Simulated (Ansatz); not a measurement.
# BF3H2S: basis-set convergence

The task here is to estimate one member of a computed series from the others.

The runs use Ansatz 0.2.0, Gaussian basis; one geometry, several basis sets.

Levels to be run: PBE0-D4/def2-SVP; ωB97M-V/def2-SVP; PBE0-D4/def2-QZVPP; ωB97M-V/def2-QZVPP; CCSD(T)/cc-pV(D+d)Z; CCSD(T)/cc-pV(T+d)Z; CCSD(T)/cc-pV(Q+d)Z; the functionals' def2-TZVPP values are taken from earlier runs.

**The relaxed structure**

An earlier PBE0-D4 in a triple-zeta def2 set relaxation fixed the geometry.

7 atoms, charge 0, spin multiplicity 1.

Atoms are counted from 1 here; the program's logs count them from 0.

Bond lengths: F1–B2 1.317 Å, B2–F3 1.319 Å, B2–F4 1.317 Å, S5–H6 1.342 Å, S5–H7 1.342 Å. Angles: F1–B2–F3 119.5°, F1–B2–F4 119.9°, F3–B2–F4 119.5°, H6–S5–H7 92.4°.

Set-up of the first run:

Input file in.yaml:

```yaml
crystal:
  periodic: [false, false, false]
  atoms:
    - {symbol: F, position_ang: [0.514097, -1.099425, 1.528312]}
    - {symbol: B, position_ang: [0.250393, -1.202826, 0.241962]}
    - {symbol: F, position_ang: [-1.001098, -1.327846, -0.156851]}
    - {symbol: F, position_ang: [1.228474, -1.415196, -0.614130]}
    - {symbol: S, position_ang: [0.278630, 1.617165, -0.161440]}
    - {symbol: H, position_ang: [-0.886439, 1.812909, 0.475694]}
    - {symbol: H, position_ang: [-0.322857, 1.547217, -1.359347]}
basis:
  gaussian: {orbitals: def2-SVP}
hamiltonian: {xc: pbe0, dispersion: d4}
output: {orbitals: {seedname: orbitals}}
```

Launch:

```bash
> ansatz run in.yaml --threads 2 --pin off --events-out ev --progress --plain --max-ram 32768MiB --backend cpu
```

Among the steps run: PBE0-D4 in def2-SVP; ωB97M-V in def2-SVP; PBE0-D4 in def2-QZVPP; ωB97M-V in def2-QZVPP.

One of the session's tables, all rows but one given; the rest of the session is left out.

It belongs to the step «Density functionals: the series». 

```
functional       basis  HOMO (eV)  LUMO (eV)
   PBE0-D4    def2-SVP      -8.13       0.65
   PBE0-D4  def2-TZVPP      -8.26       0.11
   PBE0-D4  def2-QZVPP      -8.28       0.00
   ωB97M-V    def2-SVP     -10.34       2.71
   ωB97M-V  def2-TZVPP     -10.48       1.83
   ωB97M-V  def2-QZVPP          ?          ?
```

Estimate the missing values for ωB97M-V, def2-QZVPP.

As computed: HOMO (eV): -10.51; LUMO (eV): 1.36. In the column «HOMO (eV)» it is the lowest.
